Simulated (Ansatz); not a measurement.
**RbS2Br (element-swapped structure): how the settings move a single-point run**

How sensitive is a single-point run of RbS2Br (element-swapped structure) to its settings? A reference run comes first, then four runs with altered input.

Program: Ansatz 0.2.0. Level of theory: reference: DFT PBE, plane waves, PAW, scalar-relativistic, no spin polarisation. These are calculated values, not measurements.

## Step 1: The structure to begin with

The structure is trigonal, space group R-3m (No. 166). The conventional cell has a = 4.177 Å, b = 4.177 Å, c = 23.317 Å, α = 90.00°, β = 90.00°, γ = 120.00°. Around Rb (site symmetry -3m) lie 6 S at 3.37 Å. Br (site symmetry -3m) has 6 S at 2.86 Å as nearest neighbours. Around S (site symmetry 3m) lie 3 Br at 2.86 Å and 3 Rb at 3.37 Å.

As a file:

```
CELL_PARAMETERS angstrom
4.17669 0.00000 0.00000
-2.08835 3.61712 0.00000
-2.08835 1.20571 7.77244
ATOMIC_POSITIONS crystal
Rb 0.00000 0.00000 0.00000
Br 0.50000 0.50000 0.50000
S 0.23240 0.76760 0.69720
S 0.76760 0.23240 0.30280
```

## Step 2: Reference

Contents of input.yaml:

```yaml
crystal:
  lattice:
    - [4.176687, 0.0, 0.0]
    - [-2.088344, 3.617129, 0.0]
    - [-2.088344, 1.205713, 7.772439]
  atoms:
    - { symbol: Rb, position: [0.0, 0.0, 0.0] }
    - { symbol: Br, position: [0.5, 0.5, 0.5] }
    - { symbol: S, position: [0.2324, 0.7676, 0.6972] }
    - { symbol: S, position: [0.7676, 0.2324, 0.3028] }
  symmetry: { tolerance: 0.0003 }
kpoints:
  mp_grid: { grid: [5, 5, 5], shift: [0, 0, 0] }
magnetization:
  spin_polarized: false
scf:
  occupations: { method: fermi_dirac, width: 0.0688 }
hamiltonian:
  pseudopotentials: { kind: paw }
  xc: pbe
basis:
  ecutwfc: 420
output:
  forces: true
  stress: true
  eigenvalues: true
```

Command:

```console
$ ansatz run input.yaml --threads 1 --pin off --max-ram 2560MiB --backend cpu --events-out ev --progress --plain --runs-dir out
```

## Step 3: Changing settings: mp_grid.shift [0.5, 0.5, 0.5], xc r2scan, ecutwfc 14.7 Ry

Changes to input.yaml since step 2:

```diff
@@ -12,3 +12,3 @@
 kpoints:
-  mp_grid: { grid: [5, 5, 5], shift: [0, 0, 0] }
+  mp_grid: { grid: [5, 5, 5], shift: [0.5, 0.5, 0.5] }
 magnetization:
@@ -19,5 +19,5 @@
   pseudopotentials: { kind: paw }
-  xc: pbe
+  xc: r2scan
 basis:
-  ecutwfc: 420
+  ecutwfc: "14.7 Ry"
 output:
```

## Step 4: Changing settings: mp_grid.shift [0.5, 0.5, 0.5], n_extra_bands 32, ecutwfc 250 eV

Changes to input.yaml since step 2:

```diff
@@ -12,3 +12,3 @@
 kpoints:
-  mp_grid: { grid: [5, 5, 5], shift: [0, 0, 0] }
+  mp_grid: { grid: [5, 5, 5], shift: [0.5, 0.5, 0.5] }
 magnetization:
@@ -17,2 +17,3 @@
   occupations: { method: fermi_dirac, width: 0.0688 }
+  n_extra_bands: 32
 hamiltonian:
@@ -21,3 +22,3 @@
 basis:
-  ecutwfc: 420
+  ecutwfc: "250 eV"
 output:
```

## Step 5: Variant: scf.algorithm direct_min

Changes to input.yaml since step 2:

```diff
@@ -17,2 +17,3 @@
   occupations: { method: fermi_dirac, width: 0.0688 }
+  algorithm: direct_min
 hamiltonian:
```

## Step 6: Variant: lower_state_search light, n_extra_bands 4

Changes to input.yaml since step 2:

```diff
@@ -17,2 +17,4 @@
   occupations: { method: fermi_dirac, width: 0.0688 }
+  lower_state_search: light
+  n_extra_bands: 4
 hamiltonian:
```

**Question.** What will these runs give? Wanted: for each run, ending; energy change; pressure; gap; force.

**Answer**, as computed:

```
                                                               run     ending   energy change  pressure (GPa)  gap (eV)  force (eV/Å)  cycles   time
                                                         reference  converged               0            -0.5      0.00          0.30       7  3.2 s
      1: mp_grid.shift [0.5, 0.5, 0.5], xc r2scan, ecutwfc 14.7 Ry  converged  not comparable            -1.0      0.00          0.30       8  5.1 s
2: mp_grid.shift [0.5, 0.5, 0.5], n_extra_bands 32, ecutwfc 250 eV  converged  +90.3 meV/atom            -0.4      0.00          0.32       8  4.7 s
                                       3: scf.algorithm direct_min  converged    0.0 meV/atom            -0.5      0.00          0.30       8   11 s
                      4: lower_state_search light, n_extra_bands 4  converged    0.0 meV/atom            -0.5      0.00          0.30       7  3.4 s
```

Residual by cycle in the longest SCF loop of each run; runs are numbered as in the table. The quantity is the density residual dr2, in eV.

```
cycle  reference    run 1    run 2    run 3    run 4
    1     0.0107   0.0584   0.0146    0.014   0.0107
    2    0.00613  0.00726  0.00546  0.00238  0.00613
    3    0.00379  0.00372  0.00256   6.9e-4  0.00379
    4     9.4e-4  0.00149   7.9e-4   6.8e-5   9.4e-4
    5     2.0e-5   2.4e-4   6.5e-5   6.2e-6   2.0e-5
    6     1.0e-6   4.4e-6   1.8e-6   7.1e-7   1.0e-6
    7     6.1e-8   1.9e-7   1.1e-7   7.1e-8   6.1e-8
    8          -   7.8e-9   6.0e-9   1.0e-8        -
```

**Reading.** Of the converged runs whose energies compare with the reference's, «mp_grid.shift [0.5, 0.5, 0.5], n_extra_bands 32, ecutwfc 250 eV» moves the energy most (+90.3 meV/atom). Runs 1 and 2 ran under the cutoff that the potentials recommend, as the log warns, so basis error is mixed into their values. Of the variants the dearest is «scf.algorithm direct_min» (11 s), the cheapest «lower_state_search light, n_extra_bands 4» (3.4 s), on a shared host.

The reference is no final answer either: its mesh is coarse for a cell with so small a gap or none; the structure is made up and not relaxed.
